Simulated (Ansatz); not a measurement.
# C2H7FSi: the cost of one run

All numbers below are computed with Ansatz 0.2.0 (RKS B3LYP/6-31G).

### Step 1. Starting point

Bond lengths: Si1–H2 1.460 Å, Si1–F3 1.590 Å, Si1–C4 1.869 Å, C4–H5 1.110 Å, C4–H6 1.110 Å, C4–H7 1.110 Å, Si1–C8 1.869 Å, C8–H9 1.110 Å, C8–H10 1.110 Å, C8–H11 1.110 Å. Angles (14 of 18 angles, heavy atoms first): F3–Si1–C4 109.5°, F3–Si1–C8 109.5°, C4–Si1–C8 109.5°, H2–Si1–F3 109.5°, H2–Si1–C4 109.5°, H2–Si1–C8 109.5°, Si1–C4–H5 109.5°, Si1–C4–H6 109.5°, Si1–C4–H7 109.5°, Si1–C8–H9 109.5°, Si1–C8–H10 109.5°, Si1–C8–H11 109.5°, H5–C4–H6 109.4°, H5–C4–H7 109.4°.

As a file:

```xyz
11

Si    0.0000    0.0000    0.0000
H     0.0000    0.0000    1.4600
F     1.4994    0.0000   -0.5295
C    -0.8808    1.5259   -0.6227
H    -1.9334    1.2723   -0.8671
H    -0.8624    2.3106    0.1622
H    -0.3704    1.9025   -1.5336
C    -0.8808   -1.5259   -0.6227
H    -1.3804   -2.0377    0.2261
H    -1.6409   -1.2332   -1.3768
H    -0.1449   -2.2146   -1.0879
```

### Step 2. Preparing the start

Input file input.yaml:

```yaml
crystal:
  periodic: [false, false, false]
  atoms:
    - { symbol: Si, position_ang: [0.0, 0.0, 0.0] }
    - { symbol: H, position_ang: [0.0, 0.0, 1.46] }
    - { symbol: F, position_ang: [1.4994, 0.0, -0.5295] }
    - { symbol: C, position_ang: [-0.8808, 1.5259, -0.6227] }
    - { symbol: H, position_ang: [-1.9334, 1.2723, -0.8671] }
    - { symbol: H, position_ang: [-0.8624, 2.3106, 0.1622] }
    - { symbol: H, position_ang: [-0.3704, 1.9025, -1.5336] }
    - { symbol: C, position_ang: [-0.8808, -1.5259, -0.6227] }
    - { symbol: H, position_ang: [-1.3804, -2.0377, 0.2261] }
    - { symbol: H, position_ang: [-1.6409, -1.2332, -1.3768] }
    - { symbol: H, position_ang: [-0.1449, -2.2146, -1.0879] }
basis:
  gaussian: { orbitals: "6-31G" }
hamiltonian:
  xc: b3lyp
relax:
  f_tol: 0.02
  max_steps: 40
output:
  orbitals: {}
```

On the command line:

```sh
$ ansatz run input.yaml --threads 1 --pin off --max-ram 2048MiB --backend cpu --events-out ev --progress --plain --runs-dir out
```

What time and memory should one allow on 1 thread of Arm Neoverse V1, shared host?

About 39 s, with a peak of 0.13 GiB.
